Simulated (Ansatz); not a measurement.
The system is CsLiCr2Te2S3.

```xyz
9
Lattice="7.2896 -2.1043 0.0177 7.2896 2.1043 0.0177 -2.5332 0.0000 7.2810" Properties=species:S:1:pos:R:3 pbc="T T T"
Cs    7.2896    0.0000    0.0177
Li   -1.2666    0.0000    3.6405
Cr    3.6953    0.0000    3.1643
Cr    8.3507    0.0000    4.1521
Te   11.3199    0.0000    1.2975
Te    0.7262    0.0000    6.0190
S     1.3789    0.0000    2.8973
S    10.6672    0.0000    4.4191
S     6.0230    0.0000    3.6582
```

The cell was built by a generator and needn't be a form met in nature.

```yaml
Program: Ansatz 0.2.0
Task: relaxation of cell and atoms
Functional: revPBE
Potentials_or_basis: Ansatz PAW
Cutoff: "420 eV (not typed: the program's choice for these potentials)"
k_mesh: 5 × 5 × 3
Occupations: fermi-dirac, width 0.05 eV
Spin: collinear spin, ferromagnetic start
Starting_moments: "[0.0, 0.0, 3.0, 3.0, 0.0, 0.0, 0.0, 0.0, 0.0] μB"
```

At the start: volume 24.84 Å³/atom.

Task: How do energy, volume and symmetry change on relaxing?

Result: It ends after 7 steps and the volume is 26.21 Å³/atom (+5.5 %); space group C2/m (No. 12, to 0.05 Å); moment 5.28 μB per cell.

The path:
```
step  energy change (eV)  largest force (eV/Å)  volume (Å³)
   1              0.0000                0.0775       223.57
   2             -0.0392                0.0661       230.48
   3             -0.0478                0.0458       234.05
   4             -0.0502                0.0250       235.66
   5             -0.0507                0.0261       236.07
   6             -0.0509                0.0060       235.87
   7             -0.0526                0.0059       235.87
```

Final structure:
```
Cs Li Cr Te S
1.0
     7.36865   -2.13976    0.04322
     7.36865    2.13976    0.04322
    -2.53560    0.00000    7.46492
Cs Li Cr Te S
1 1 2 2 3
Direct
  0.50000 0.50000 0.00000
  0.00000 0.00000 0.50000
  0.32879 0.32879 0.43159
  0.67121 0.67121 0.56841
  0.80446 0.80446 0.18076
  0.19554 0.19554 0.81924
  0.16553 0.16553 0.40635
  0.83447 0.83447 0.59365
  0.50000 0.50000 0.50000
```

Caveat: the plane-wave basis is chosen anew once the cell has moved, so the energies of steps on either side of that aren't comparable; only a ferromagnetic start was run, and an antiferromagnetic order may lie lower in energy; the PAW data sets come from PBE, with cores solved anew for the run's functional, which leaves a small shift of forces and pressure.
